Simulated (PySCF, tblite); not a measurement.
# C8H9Cl: geometry, infrared bands and NMR shifts

What infrared bands and NMR shifts should C8H9Cl (`C#CC/C=C\C(C)=C/Cl`) show?

Computed with tblite 0.8.0 and PySCF 2.14.0, with density-fitted response routines of our own, on a single molecule in the gas phase. Atoms count from 0, in the outputs and in this text.

## Step 1: Starting geometry

18 atoms, charge 0, multiplicity 1; geometry from: force field or distance geometry start.

Bonds of the start (Å): C0–C1 1.20, C1–C2 1.47, C2–C3 1.50, C3–C4 1.34, C4–C5 1.47, C5–C6 1.51, C5–C7 1.33, C7–Cl8 1.72, C0–H9 1.05, C2–H10 1.09, C2–H11 1.10, C3–H12 1.09, C4–H13 1.09, C6–H14 1.10, C6–H15 1.08, C6–H16 1.09, C7–H17 1.08.

## Step 2: Optimising the geometry with GFN2-xTB

Job settings and geometry (Å):

```
{"job": {"kind": "relax", "xc": "GFN2-xTB", "basis": "xTB"}, "charge": 0, "multiplicity": 1}
C      3.314700     1.056700    -0.468700
C      2.510700     0.612300     0.306000
C      1.559300     0.056900     1.280600
C      0.836600    -1.105400     0.669600
C     -0.407500    -1.246600     0.191900
C     -1.481000    -0.273900    -0.026900
C     -1.162400     1.202800    -0.019100
C     -2.735500    -0.634800    -0.293300
Cl    -3.354500    -2.240800    -0.387000
H      4.001600     1.456300    -1.161700
H      2.077700    -0.283600     2.172500
H      0.862400     0.832700     1.625700
H      1.434200    -2.022300     0.703200
H     -0.651400    -2.261100    -0.134200
H     -1.045700     1.573900     1.010400
H     -0.263600     1.419500    -0.582800
H     -1.967400     1.793900    -0.464700
H     -3.537000     0.069800    -0.479700
```

Started as:

```console
$ OMP_NUM_THREADS=1 python probes_run.py task.json out
```

This one command runs all jobs of the session in turn.

**Question.** This job is followed by: GFN2-xTB harmonic vibrations, gas phase; GIAO PBE0/pcSseg-1 NMR shielding, non-relativistic, gas phase. Predict these results of the whole session: strongest single infrared mode (GFN2-xTB); zero-point energy (GFN2-xTB); 13C shifts against TMS (PBE0/pcSseg-1); 1H shifts against TMS (PBE0/pcSseg-1, means over atoms taken as alike); 35Cl shifts against HCl (PBE0/pcSseg-1).

The runs gave:

```
                                                              quantity                                                   value
                             strongest single infrared mode (GFN2-xTB)                                    3062 cm⁻¹, 54 km/mol
                                          zero-point energy (GFN2-xTB)                                           87.3 kcal/mol
                                13C shifts against TMS (PBE0/pcSseg-1)  142.6, 135.4, 134.1, 131.1, 86.9, 77.9, 22.4, 21.9 ppm
1H shifts against TMS (PBE0/pcSseg-1, means over atoms taken as alike)                  6.87, 6.04, 5.97, 3.14, 2.42, 1.64 ppm
                               35Cl shifts against HCl (PBE0/pcSseg-1)                                                 196 ppm
```

In words: The optimisation took 86 steps and gained 0.094 eV; among the close pairs (by a distance rule), C1–C2 changed most, from 1.471 to 1.453 Å. All 48 modes are real, so the xTB geometry is a minimum. The strongest single mode, at 3062 cm⁻¹, moves mainly H12. Unscaled tight-binding wavenumbers are off by several per cent, some by more. Its intensities can rank the bands wrongly. At PBE0/pcSseg-1: Shielding is most anisotropic at Cl8 (span 395 ppm, paramagnetic term -392 ppm).
